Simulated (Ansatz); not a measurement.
# Pt: the cost of one run

Program: Ansatz 0.2.0. Level of theory: DFT PBEsol, scalar-relativistic, plane waves, PAW. These are calculated values, not measurements.

The COD entry's cell or inner coordinates are ideal or old and differ from later refinements, so a difference from it is no clean test against experiment.

4 further runs of the same task are left out: 4 set aside as unsound or not needed. Runs told in other sessions of the task aren't counted.

## 1. The system as given

Symmetry: Fm-3m, No. 225, cubic system. The conventional cell has a = 3.918 Å, b = 3.918 Å, c = 3.918 Å, α = 90.00°, β = 90.00°, γ = 90.00°. Pt (site symmetry m-3m) is surrounded by 12 Pt at 2.77 Å.

Coordinates:

```
Pt
1.0
     0.00000    1.95897    1.95897
     1.95897    0.00000    1.95897
     1.95897    1.95897    0.00000
Pt
1
Direct
  0.00000 0.00000 0.00000
```

It is the result of an earlier relaxation at this level (volume 15.04 Å³/atom; gap on the mesh: none (metal)).

## 2. Plan of the line

The energy is mapped over two normal modes frozen in (zone-centre modes of the cell shown, which folds in the wave vector (0, 1/2, 1/2) of the primitive cell).

- amplitude of mode 4 (131 cm⁻¹), largest displacement: 11 values from −0.111 to 0.111 Å
- amplitude of mode 5 (131 cm⁻¹), largest displacement: 11 values from −0.111 to 0.111 Å

Nothing else is relaxed (the cell and all other modes fixed). Energies count from the relaxed high-symmetry cell. Points are written as (first, second).

The modes come from a phonon run on the reference cell, made beforehand.

The patterns, per unit of each coordinate (Å):

```
atom     x1      y1     z1     x2     y2      z2
 Pt1  0.000   1.000  0.000  0.000  0.000   1.000
 Pt2  0.000  -1.000  0.000  0.000  0.000  -1.000
```

## 3. The run at (−0.111 Å, −0.111 Å)

input.yaml

```yaml
crystal:
  lattice:
    - [0.0, -1.9589709029, -1.9589709029]
    - [0.0, 1.9589709029, -1.9589709029]
    - [3.9179418058, 0.0, 0.0]
  atoms:
    - { symbol: Pt, position: [0.5566624036, 0.5, 0.5] }
    - { symbol: Pt, position: [-0.0566624036, 0.0, 0.0] }
basis:
  ecutwfc: 420
kpoints:
  mp_grid: { grid: [16, 16, 12] }
hamiltonian:
  xc: pbesol
  pseudopotentials: { kind: paw, azcp: { folder: soft_1 } }
scf:
  occupations: { method: gaussian, width: 0.15 }
output:
  forces: true
  stress: true
  eigenvalues: true
```

Command:

```
$ ansatz run input.yaml --threads 2 --pin off --max-ram 4096MiB --backend cpu --events-out ev --progress --plain --runs-dir out
```

What time and memory should one allow on 2 threads of Arm Neoverse N1, shared host?

About 14 s, with a peak of 0.53 GiB.
